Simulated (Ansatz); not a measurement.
Task: a ladder of methods at one geometry of CH7NO2Si, SMILES NC(O)(O)[SiH3], with Ansatz 0.2.0, Python API. Give the script and its output. Use (for the species named): PBE0, def2-SVP basis, multiplicity 1. The script varies functional: pbe0, r2scan, revpbe, hf, lda.

```yaml
atoms:
  - { symbol: N, position_ang: [-1.1006, 0.6136, -0.6845] }
  - { symbol: C, position_ang: [-0.2902, 0.0644, 0.2977] }
  - { symbol: O, position_ang: [-1.1335, -0.8489, 0.9748] }
  - { symbol: O, position_ang: [0.0468, 1.1242, 1.2047] }
  - { symbol: Si, position_ang: [1.2749, -0.7297, -0.5747] }
  - { symbol: H, position_ang: [-1.8005, 1.2501, -0.1611] }
  - { symbol: H, position_ang: [-0.5702, 1.3642, -1.1858] }
  - { symbol: H, position_ang: [-1.8766, -0.8283, 0.4507] }
  - { symbol: H, position_ang: [0.4179, 0.6895, 1.9968] }
  - { symbol: H, position_ang: [1.9612, 0.2990, -1.3789] }
  - { symbol: H, position_ang: [0.8882, -1.8766, -1.4018] }
  - { symbol: H, position_ang: [2.2596, -1.1768, 0.4961] }
```

Script `ch7no2si_methods.py`:
```python
"""One geometry of CH7NO2Si, method by method."""

from pathlib import Path

import ansatz as az
from ase import Atoms
import numpy as np

BASIS_SET = "def2-SVP"


def main() -> None:
    atoms = Atoms(["N", "C", "O", "O", "Si", "H", "H", "H", "H", "H", "H", "H"], positions=[
        (-1.1006, 0.6136, -0.6845),
        (-0.2902, 0.0644, 0.2977),
        (-1.1335, -0.8489, 0.9748),
        (0.0468, 1.1242, 1.2047),
        (1.2749, -0.7297, -0.5747),
        (-1.8005, 1.2501, -0.1611),
        (-0.5702, 1.3642, -1.1858),
        (-1.8766, -0.8283, 0.4507),
        (0.4179, 0.6895, 1.9968),
        (1.9612, 0.299, -1.3789),
        (0.8882, -1.8766, -1.4018),
        (2.2596, -1.1768, 0.4961),
    ])
    molecule = az.Crystal.molecule_from_ase(atoms)

    calc = molecule.calculation().basis(gaussian=BASIS_SET)

    print("functional    E (Ha)        dipole (D)   HOMO (eV)  LUMO (eV)")
    for name in ["pbe0", "r2scan", "revpbe", "hf", "lda"]:
        report = calc.functional(name).forces().orbitals().run(threads=1, backend="cpu", runs_dir="runs").report
        lines = Path(report["orbitals_path"]).read_text().splitlines()
        field_of = lambda key: [line.split("=")[1].strip() for line in lines if line.startswith(key)]
        orbitals = [(27.211386 * float(e), s, float(n)) for e, s, n in zip(field_of("Ene="), field_of("Spin="), field_of("Occup="))]
        homo = max(e for e, _, n in orbitals if n > 0.5)
        lumo = min(e for e, _, n in orbitals if n < 0.5)
        dipole = 4.803205 * np.linalg.norm(report["charge_distribution"]["dipole_moment_e_ang"])
        print(f"{name:10s} {report['free_energy_ev'] / 27.211386246:14.6f} {dipole:9.3f} {homo:11.3f} {lumo:10.3f}")


if __name__ == "__main__":
    main()
```

```console
$ python ch7no2si_methods.py
functional    E (Ha)        dipole (D)   HOMO (eV)  LUMO (eV)
pbe0          -536.309260     0.892      -7.645      0.941
r2scan        -536.542700     0.900      -6.487      0.436
revpbe        -536.559094     0.908      -6.078      0.205
hf            -534.734427     0.921     -11.283      4.172
lda           -533.629360     0.961      -6.250     -0.156
```

Total energies depend on the basis set; only differences at equal settings carry meaning. The geometry is a force-field or estimated start, not a minimum of this method, and the basis set is short of its limit. A lower total doesn't mark the better method: functionals have no common bound, and MP2 and coupled cluster aren't variational. Levels such as HOMO and LUMO are orbital energies: with these approximate functionals they aren't the ionisation energy and electron affinity, and their gap isn't the fundamental gap. Hardware and time: 22 s on 1 thread of Arm Neoverse V1 (shared host), peak memory 0.29 GiB.
